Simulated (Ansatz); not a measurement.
Here is an Ansatz 0.2.0 calculation.

Contents of input.yaml:

```yaml
crystal:
  lattice:
    - [3.42009, 0.0, 0.0]
    - [0.0, 3.42009, 0.0]
    - [0.0, 0.0, 3.42009]
  atoms:
    - { symbol: Ta, position: [0.5, 0.5, 0.5] }
    - { symbol: Te, position: [0.0, 0.0, 0.0] }
kpoints:
  mp_grid: { grid: [6, 6, 6] }
scf:
  occupations: { method: fermi_dirac, width: 0.05 }
hamiltonian:
  xc: pbe
  pseudopotentials: { kind: all_electron, lapw: { basis_error: 0.002 } }
output:
  forces: true
  stress: true
elastic:
  mode: clamped_ion
  stencil: two_point
```

Potentials or basis: all-electron LAPW, scalar-relativistic.

Launch:

```bash
$ ansatz run input.yaml --threads 1 --pin off --max-ram 3072MiB --backend cpu --events-out ev --progress --plain --runs-dir out
```

(1) Estimate the clamped-ion elastic constants C11, C12, C44.

(2) Estimate the Voigt bulk modulus.

(3) Estimate the band gap on the k mesh.

## Answers

(1) 241, 99, 97 GPa.

(2) 146 GPa.

(3) none (metal or under the smearing width).

Caveat: a metal's response needs a denser mesh; elastic constants of metals need much finer meshes, so these are rough.
